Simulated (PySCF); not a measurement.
# C2H11FN2Si2: electronic excitations

Wanted: the electronic excitations of C2H11FN2Si2 (`NCCN[SiH2][SiH2]F`), by calculation.

Programs: PySCF 2.14.0, with density-fitted response routines of our own. Each step states its level of theory. These are calculated values for one molecule in the gas phase, unless marked as measured. Atoms count from 0, in the outputs and in this text.

**1. Starting geometry**

18 atoms, charge 0, multiplicity 1; geometry from: GFN2-xTB.

Bonds of the start (Å): N0–C1 1.45, C1–C2 1.54, C2–N3 1.44, N3–Si4 1.72, Si4–Si5 2.29, Si5–F6 1.62, N0–H7 1.02, N0–H8 1.02, C1–H9 1.09, C1–H10 1.09, C2–H11 1.09, C2–H12 1.10, N3–H13 1.01, Si4–H14 1.47, Si4–H15 1.48, Si5–H16 1.46, Si5–H17 1.46.

**2. Excited states and response: CAM-B3LYP/def2-SVPD**

What the job is given:

```
{"job": {"kind": "uv", "xc": "CAM-B3LYP", "basis": "def2-SVPD", "nstates": 8, "ntriplets": 3}, "charge": 0, "multiplicity": 1}
N     -2.273962     0.769332    -1.337156
C     -2.358977     0.258927     0.016950
C     -1.239119    -0.731738     0.381696
N      0.051747    -0.108536     0.229803
Si     1.428666    -0.881918    -0.442539
Si     2.956656     0.796324    -0.757299
F      4.335919     0.060813    -1.165927
H     -2.370859     0.005915    -1.999585
H     -1.353473     1.175004    -1.480794
H     -3.329683    -0.226399     0.143053
H     -2.313987     1.116885     0.695246
H     -1.273670    -1.588680    -0.293964
H     -1.393810    -1.102485     1.404294
H      0.162371     0.668045     0.864083
H      0.937651    -1.494815    -1.690163
H      1.923135    -2.019854     0.364589
H      2.747076     1.714456    -1.875492
H      3.355561     1.595040     0.402030
```

With the program's defaults for keys left out, this is: TDDFT CAM-B3LYP/def2-SVPD, vertical, gas phase, core orbitals frozen in the response.

The run is started by

```bash
> OMP_NUM_THREADS=1 python probes_run.py task.json out
```

This one command runs all jobs of the session in turn.

Predict these results of the whole session: lowest singlet (CAM-B3LYP/def2-SVPD); brightest single state of those computed; lowest triplet.

The runs gave:

| quantity | value |
| --- | --- |
| lowest singlet (CAM-B3LYP/def2-SVPD) | 5.25 eV (236 nm), f = 0.001 |
| brightest single state of those computed | state 4, 6.52 eV, f = 0.054 |
| lowest triplet | 5.00 eV |

What this shows: The lowest singlet, at 5.25 eV, is HOMO→LUMO 0.57, HOMO−1→LUMO 0.37 and is dark; of the 8 states computed, the strongest absorption comes from states 7 to 8 together at 7.03 eV (the last computed, so partners may be missing). The lowest triplet lies 0.26 eV below the lowest singlet (triplets in Tamm-Dancoff, singlets in full TDDFT).
